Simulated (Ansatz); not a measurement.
# TiGaSe3: what a guessed cell relaxes into

Where does this trial cell of TiGaSe3 go when cell and atoms are let free?

Computed with Ansatz 0.2.0 (DFT PBE, scalar-relativistic, plane waves, PAW, unless a step's input says otherwise).

### Step 1. The system as given

The structure is cubic, space group Pm-3m (No. 221). The conventional cell has a = 4.839 Å, b = 4.839 Å, c = 4.839 Å, α = 90.00°, β = 90.00°, γ = 90.00°. Ti (site symmetry m-3m) is surrounded by 6 Se at 2.42 Å. Around Ga (site symmetry m-3m) lie 12 Se at 3.42 Å. Se (site symmetry 4/mmm) is surrounded by 2 Ti at 2.42 Å and 4 Ga at 3.42 Å.

As a file:

```xyz
5
Lattice="4.8394 0.0000 0.0000 0.0000 4.8394 0.0000 0.0000 0.0000 4.8394" Properties=species:S:1:pos:R:3 pbc="T T T"
Ti    2.4197    2.4197    2.4197
Ga    0.0000    0.0000    0.0000
Se    0.0000    2.4197    2.4197
Se    2.4197    0.0000    2.4197
Se    2.4197    2.4197    0.0000
```

A structure generator made this guess: species swapped into a database cell of GdBRh3 (Pm-3m, No. 221), with Ga on the Gd sites, Ti on the B sites and Se on the Rh sites. Lengths come from tabulated atomic sizes and are only a guess.

### Step 2. A first look at the guess

input.yaml reads:

```yaml
crystal:
  lattice:
    - [4.83943713, 0.0, 0.0]
    - [0.0, 4.83943713, 0.0]
    - [0.0, 0.0, 4.83943713]
  atoms:
    - { symbol: Ti, position: [0.5, 0.5, 0.5], spin: 1.0 }
    - { symbol: Ga, position: [0.0, 0.0, 0.0] }
    - { symbol: Se, position: [0.0, 0.5, 0.5] }
    - { symbol: Se, position: [0.5, 0.0, 0.5] }
    - { symbol: Se, position: [0.5, 0.5, 0.0] }
basis:
  ecutwfc: 420
kpoints:
  mp_grid: { grid: [4, 4, 4] }
hamiltonian:
  xc: pbe
scf:
  occupations: { method: gaussian, width: 0.1 }
  lower_state_search: "off"
output:
  forces: true
  stress: true
  eigenvalues: true
  populations: true
magnetization:
  spin_polarized: true
```

The run is started by

```bash
$ ansatz run input.yaml --threads 1 --pin off --max-ram 2560MiB --backend cpu --events-out ev --progress --plain --runs-dir out
```

The log of the run (excerpt; [...] marks lines left out):

```text
[...]
SCF converged after 19 iterations
Magnetization: 0.0000 μB (36.5000 up, 36.5000 down)
Absolute magnetization: 0.0000 μB (∫|ρ↑−ρ↓|, with the PAW one-centre terms)
Spin contamination: 0.0000 ħ² per cell (⟨S²⟩ above its minimum at these occupations)
Per-site moments (μB) at R_I (Å): [(2.001775007910588e-6, 0.9981339080625001), (-2.1967259446669223e-7, 1.4115745098464474), (3.3393938845888658e-6, 0.9981339080625001), (3.3393938847476086e-6, 0.9981339080625001), (3.3393938845923683e-6, 0.9981339080625001)]
Free energy (F): -22691.852756 eV
[...]
E sigma→0 (E₀):  -22691.839598 eV
Entropy (-TS):   -0.026315 eV (-5.263 meV/atom)
Fermi energy:    8.459982 eV
[...]
--- Forces (eV/Å), atoms counted from 1 ---
  atom   1  Ti     0.00000000    -0.00000000     0.00000000
  atom   2  Ga    -0.00000000    -0.00000000     0.00000000
  atom   3  Se     0.00000000    -0.00000000     0.00000000
  atom   4  Se    -0.00000000    -0.00000000     0.00000000
  atom   5  Se    -0.00000000    -0.00000000    -0.00000000
[...]
--- Stress (GPa, compression-positive) ---
        7.144041       0.000000       0.000000
       -0.000000       7.144041       0.000000
        0.000000       0.000000       7.144041
  P = ⅓ Tr σ = 7.1440 GPa (71.440 kbar)
--- Band table (eV; the first three rows and the last of 20) ---
[...]
--- Löwdin populations: 5 sites ---
  site symbol       q [e]    m [muB]
     0     Ti     11.3765     0.0000
     1     Ga     12.9057    -0.0000
     2     Se     16.1867     0.0000
     3     Se     16.1867     0.0000
     4     Se     16.1867     0.0000
  spilling = 0.002161 (of n_electrons = 73.000000)
```

Run time: 6.8 s. Hardware: 1 thread of Intel Xeon Gold 6455B (Sapphire Rapids), shared host; peak memory 0.48 GiB.

Site by site:

```csv
atom,Löwdin electrons
Ti1,11.38
Ga2,12.91
Se3,16.19
Se4,16.19
Se5,16.19
```

The Löwdin counts miss 0.16 of the 73 electrons, which the atomic orbitals do not span, so they are no charges.

The probe gives pressure 7.1 GPa, largest force 0.00 eV/Å, gap on this mesh none (metal). A guess like this is first relaxed loosely on the coarse mesh.

### Step 3. Rough relaxation on the coarse mesh

input.yaml, as its differences from that of step 2:

```diff
@@ -27 +27,6 @@
   spin_polarized: true
+relax:
+  adjacent_minimum: "off"
+  f_tol: 0.04
+  max_steps: 70
+  cell: { stress_tol: 0.4 }
```

The run is started by

```bash
$ ansatz run input.yaml --threads 1 --pin off --max-ram 2560MiB --backend cpu --events-out ev --progress --plain --runs-dir out
```

The log of the run (excerpt; [...] marks lines left out):

```text
Warning: RAYON_NUM_THREADS=1 ignored (pool sized by the plan → 1); use --threads N
[...]
Pseudopotentials: kind: paw
Pseudopotential: Ti, paw, valence charge 12, recommended cutoff 420 eV (normal), Ti.paw.azcp
Pseudopotential: Ga, paw, valence charge 13, recommended cutoff 420 eV (normal), Ga.paw.azcp
Pseudopotential: Se, paw, valence charge 16, recommended cutoff 420 eV (normal), Se.paw.azcp
Functional definition: PBE
[...]
Crystal: 5 atoms, lattice volume = 113.340 Å³
Basis set: ecut = 420 eV, 2205 PW (Γ), exchange–correlation on 72×72×72 points (8 copies of the dense FFT grid, shifted against one another)
Bands: 45, of which v1, the nominal top of the filled ones, is band 37 counted from 1 (36 counted from 0)
Symmetry: 48 space group operations
Space group: Pm-3m (ITA 221), of the structure as read, at distance tolerance 4.8e-5 Å
Magnetic group: BNS 221.92 (UNI 1594), of the structure as read, at distance tolerance 4.8e-5 Å
k-points: 10 of 64
[...]
Starting moments: Σ|m| = 1 μB on 1 of 5 sites
[...]
WARN: the starting moments were not kept: the SCF closed with an absolute magnetisation of 2.1e-5 μB, where they sum to 1 μB in size (1 site). That is at most 0.1 of that sum. Measured as dr2_m measures the in/out step, that magnetisation stands 2.9e-11 eV from none, at or under the [...]
       -0.000000       0.000000       0.263243
  P = ⅓ Tr σ = 0.2632 GPa (2.632 kbar)
--- Band table (eV; the first three rows and the last of 20) ---
[...]
--- Relaxed structure (2 steps of the walk, 2 accepted, 1 SCFs on fresh bases) ---
  F+E_penalty+E_count = -22692.10098585 eV   max|allowed force component| = 4.352e-30 eV/Å   (the final SCF, on the basis selected at the relaxed cell)
  cell:  # Å, volume = 124.9547 Å³
    - [4.999395947719692, 2.062349982114665e-33, 1.2839532962581571e-33]
    - [2.062349982114665e-33, 4.999395947719692, 0.0]
    - [1.2839532962581571e-33, 0.0, 4.999395947719692]
  atoms:
    - { symbol: Ti, position: [0.5, 0.5, 0.5] }
    - { symbol: Ga, position: [-7.859822409067622e-35, 1.409461824410861e-35, 1.9898284579918034e-35] }
    - { symbol: Se, position: [-2.5536131877561417e-35, 0.5, 0.5] }
    - { symbol: Se, position: [0.5, -8.290951908299162e-36, 0.5] }
    - { symbol: Se, position: [0.5, 0.5, -9.949142289959008e-36] }
--- Löwdin populations: 5 sites ---
  site symbol       q [e]    m [muB]
     0     Ti     11.2864    -0.0000
     1     Ga     12.8525    -0.0000
     2     Se     16.2389     0.0000
     3     Se     16.2389     0.0000
     4     Se     16.2389     0.0000
  spilling = 0.001978 (of n_electrons = 73.000000)
```

Run time: 18 s. Hardware: 1 thread of Intel Xeon Gold 6455B (Sapphire Rapids), shared host; peak memory 0.51 GiB.

Relaxation path:

```
step  E - E(step 1) (eV/cell)  largest force component (eV/Å)  pressure (GPa)  volume (Å³)
   1                   0.0000                          0.0000            7.14       113.34
   2                  -0.2473                          0.0000            0.26       124.95
   3                  -0.2482                          0.0000            0.26       124.95
```

Step 1 is the start. Step 3 repeats the geometry before it on a plane-wave basis chosen anew for that cell, so its energy need not be comparable with the rows above.

|  | before | after | change |
| --- | --- | --- | --- |
| a (Å) | 4.839 | 4.999 | +3.3 % |
| b (Å) | 4.839 | 4.999 | +3.3 % |
| c (Å) | 4.839 | 4.999 | +3.3 % |
| volume (Å³/atom) | 22.67 | 24.99 | +10.2 % |
| shortest distance (Å) | 2.420 | 2.500 | +3.3 % |
| space group (0.01 Å) | Pm-3m | Pm-3m | same |

Forces and stress were held to the start's 48 operations: a distortion of lower symmetry was not tested.

Per atom:

| atom | Löwdin electrons |
| --- | --- |
| Ti1 | 11.29 |
| Ga2 | 12.85 |
| Se3 | 16.24 |
| Se4 | 16.24 |
| Se5 | 16.24 |

### Step 4. Final relaxation

The end of the coarse run is made exact in the group found at a tolerance of 0.06 Å and reduced to its primitive cell. The moments had died out, so spin is switched off.

input.yaml reads:

```yaml
crystal:
  lattice:
    - [4.9993959477, 0.0, 0.0]
    - [0.0, 4.9993959477, 0.0]
    - [0.0, 0.0, 4.9993959477]
  atoms:
    - { symbol: Ti, position: [0.5, 0.5, 0.5] }
    - { symbol: Ga, position: [0.0, 0.0, 0.0] }
    - { symbol: Se, position: [0.0, 0.5, 0.5] }
    - { symbol: Se, position: [0.5, 0.0, 0.5] }
    - { symbol: Se, position: [0.5, 0.5, 0.0] }
basis:
  ecutwfc: 420
kpoints:
  mp_grid: { grid: [8, 8, 8] }
hamiltonian:
  xc: pbe
scf:
  occupations: { method: gaussian, width: 0.1 }
output:
  forces: true
  stress: true
  eigenvalues: true
relax:
  adjacent_minimum: "off"
  f_tol: 0.01
  max_steps: 80
  cell: { stress_tol: 0.05 }
```

The run is started by

```bash
$ ansatz run input.yaml --threads 1 --pin off --max-ram 2560MiB --backend cpu --events-out ev --progress --plain --runs-dir out
```

The log of the run (excerpt; [...] marks lines left out):

```text
Warning: RAYON_NUM_THREADS=1 ignored (pool sized by the plan → 1); use --threads N
[...]
[... 5 set-up lines as earlier in the session ...]
[...]
Crystal: 5 atoms, lattice volume = 124.955 Å³
Basis set: ecut = 420 eV, 2469 PW (Γ), exchange–correlation on 72×72×72 points (8 copies of the dense FFT grid, shifted against one another)
Bands: 44, of which v1, the nominal top of the filled ones, is band 37 counted from 1 (36 counted from 0)
[... 1 set-up line as earlier in the session ...]
Space group: Pm-3m (ITA 221), of the structure as read, at distance tolerance 5.0e-5 Å
k-points: 35 of 512
[...]
--- Stress (GPa, compression-positive) ---
       -0.001113       0.000000       0.000000
        0.000000      -0.001113       0.000000
        0.000000       0.000000      -0.001113
  P = ⅓ Tr σ = -0.0011 GPa (-0.011 kbar)
--- Band table (eV; the first three rows and the last of 35) ---
[...]
--- Relaxed structure (2 steps of the walk, 2 accepted, 1 SCFs on fresh bases) ---
  F+E_penalty+E_count = -22692.27328357 eV   max|allowed force component| = 1.555e-29 eV/Å   (the final SCF, on the basis selected at the relaxed cell)
  cell:  # Å, volume = 124.4645 Å³
    - [4.99284991248589, 2.8086478355647186e-35, -1.6049416203226965e-35]
    - [2.8086478355647186e-35, 4.99284991248589, 0.0]
    - [0.0, 0.0, 4.99284991248589]
  atoms:
    - { symbol: Ti, position: [0.5, 0.5, 0.5] }
    - { symbol: Ga, position: [9.630813224912052e-37, -6.257520571915515e-37, -1.0157498323149432e-37] }
    - { symbol: Se, position: [-6.420542149941366e-37, 0.5, 0.5] }
    - { symbol: Se, position: [0.5, 7.78741538108123e-37, 0.5] }
    - { symbol: Se, position: [0.5, 0.5, 4.890647340775665e-38] }
```

Wall time 20 s (1 thread of Intel Xeon Gold 6455B (Sapphire Rapids), shared host); peak memory 0.54 GiB.

Relaxation path:

| step | energy from step 1 (eV/cell) | largest force component (eV/Å) | pressure (GPa) | volume (Å³) |
| --- | --- | --- | --- | --- |
| 1 | 0.0000 | 0.0000 | -0.22 | 124.95 |
| 2 | -0.0004 | 0.0000 | 0.00 | 124.46 |
| 3 | -0.0003 | 0.0000 | 0.00 | 124.46 |

Step 1 is the start. Step 3 repeats the geometry before it on a plane-wave basis chosen anew for that cell, so its energy need not be comparable with the rows above.

|  | before | after | change |
| --- | --- | --- | --- |
| a (Å) | 4.999 | 4.993 | -0.1 % |
| b (Å) | 4.999 | 4.993 | -0.1 % |
| c (Å) | 4.999 | 4.993 | -0.1 % |
| volume (Å³/atom) | 24.99 | 24.89 | -0.4 % |
| shortest distance (Å) | 2.500 | 2.496 | -0.1 % |
| space group (0.01 Å) | Pm-3m | Pm-3m | same |

The run keeps the 48 symmetry operations of the start, so it could not have lowered the symmetry.

### Step 5. Results

| quantity | value |
| --- | --- |
| symmetry at the end (tolerance 0.05 Å) | space group Pm-3m (No. 221) |
| conventional cell | a = 4.993 Å, b = 4.993 Å, c = 4.993 Å, α = 90.00°, β = 90.00°, γ = 90.00° |
| volume | 24.89 Å³/atom |
| energy over the elements | -0.47 eV/atom |
| gap on the mesh | none (metal) |

The space group Pm-3m (No. 221) is kept, and the volume per atom grows by 9.8 % from the first guess. It lies below the elements, which doesn't yet make it stable: competing phases were not computed in this session. No finished test with a distortion of lower symmetry is shown, so the end may be a saddle point. A spin-polarised run here lost its starting moments, which speaks against magnetism, though one start doesn't rule it out. Other magnetic orders were not searched.
